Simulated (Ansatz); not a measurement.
**FH₄O₂Si₂ radical: up Jacob's ladder to CCSD(T)**

How much do the methods differ for FH₄O₂Si₂ radical? The plan is to run it at one geometry with functionals of several rungs and with coupled cluster. The yardstick is the atomisation energy at the CCSD(T) limit.

Method: functionals in def2-TZVPP, the program's frozen cores in correlated methods; program: Ansatz 0.2.0, Gaussian basis.

The runs, in order: PBE-D4, r2SCAN-D4, PBE0-D4, B3LYP-D4, ωB97X-V, ωB97M-V, B2PLYP; CCSD(T)/def2-TZVPP; MP2/def2-QZVPP; extrapolation to the limit.

### 1 The relaxed structure

An earlier PBE0-D4 in a triple-zeta def2 set relaxation fixed the geometry.

SMILES `O[Si](O)(F)[SiH2]`, 9 atoms, charge 0, spin multiplicity 2.

Atoms are counted from 1 here; the program's logs count them from 0.

Bond lengths: O1–Si2 1.635 Å, O1–H6 0.959 Å, Si2–O3 1.624 Å, Si2–F4 1.603 Å, Si2–Si5 2.319 Å, O3–H7 0.960 Å, Si5–H8 1.486 Å, Si5–H9 1.488 Å. Angles: Si2–O1–H6 118.0°, O1–Si2–O3 109.0°, O1–Si2–F4 106.4°, O1–Si2–Si5 113.1°, O3–Si2–F4 110.3°, O3–Si2–Si5 106.8°, F4–Si2–Si5 111.2°, Si2–O3–H7 118.7°, Si2–Si5–H8 115.1°, Si2–Si5–H9 113.1°, H8–Si5–H9 110.5°.

Geometry (Å):

```xyz
9

O    -1.25428    0.54488    1.18935
Si   -0.21161   -0.33002    0.28340
O     0.80791   -1.12191    1.26855
F    -1.10019   -1.37048   -0.55124
Si    1.09133    0.97725   -1.12012
H    -2.11905    0.73450    0.82192
H     0.44672   -1.59076    2.02396
H     2.04510    0.22586   -1.97758
H     0.29407    1.93069   -1.93823
```

### 2 PBE-D4 (GGA)

File in.yaml:

```yaml
crystal:
  periodic: [false, false, false]
  atoms:
    - {symbol: O, position_ang: [-1.254284, 0.544884, 1.189347]}
    - {symbol: Si, position_ang: [-0.211606, -0.330021, 0.283401]}
    - {symbol: O, position_ang: [0.807908, -1.121915, 1.268548]}
    - {symbol: F, position_ang: [-1.100189, -1.370485, -0.551240]}
    - {symbol: Si, position_ang: [1.091325, 0.977253, -1.120116]}
    - {symbol: H, position_ang: [-2.119053, 0.734501, 0.821920]}
    - {symbol: H, position_ang: [0.446725, -1.590765, 2.023963]}
    - {symbol: H, position_ang: [2.045102, 0.225862, -1.977585]}
    - {symbol: H, position_ang: [0.294071, 1.930687, -1.938229]}
basis:
  gaussian: {orbitals: def2-TZVPP}
magnetization: {spin_polarized: true, initial_magnetization: 1}
hamiltonian: {xc: pbe, dispersion: d4}
output: {forces: true, orbitals: {seedname: orbitals}}
```

On the command line:

```console
$ ansatz run in.yaml --threads 2 --pin off --events-out ev --progress --plain --max-ram 32768MiB --backend cpu
```

After this run come: r2SCAN-D4 (meta-GGA); PBE0-D4 (hybrid); B3LYP-D4 (hybrid); ωB97X-V (range-separated); ωB97M-V (range-separated); B2PLYP (double hybrid); CCSD(T) in def2-TZVPP; MP2 in def2-QZVPP.

**Question.** What will the summary of the whole plan be? Wanted: atomisation energy, CCSD(T)/CBS; farthest; mean size of error, hybrid; mean size of error, range-separated; gap, smallest and largest; T1 diagnostic; triples share of the correlation energy.

The runs gave:

```
                               quantity                                value
        atomisation energy, CCSD(T)/CBS                        3309.9 kJ/mol
 functionals within 16.5 kJ/mol (0.5 %)           PBE-D4, r2SCAN-D4, ωB97X-V
                               farthest                B2PLYP (-64.3 kJ/mol)
             mean size of error, hybrid                          51.1 kJ/mol
    mean size of error, range-separated                          14.3 kJ/mol
              gap, smallest and largest  1.65 eV (PBE-D4), 7.48 eV (ωB97X-V)
                          T1 diagnostic                               0.0137
triples share of the correlation energy                                3.2 %
```

In words: PBE-D4 misses by +11.0 kJ/mol. Double hybrids carry the basis error of their MP2 part in triple zeta, and no dispersion term here, so their miss is partly the set-up's. Misses under about 16.5 kJ/mol are within the doubt on the reference itself, which lacks core-valence correlation, relativity and higher excitations. Hartree-Fock recovers 72 % of the binding; the rest is correlation. Orbital gaps span 1.6 to 7.5 eV; exact exchange widens them.
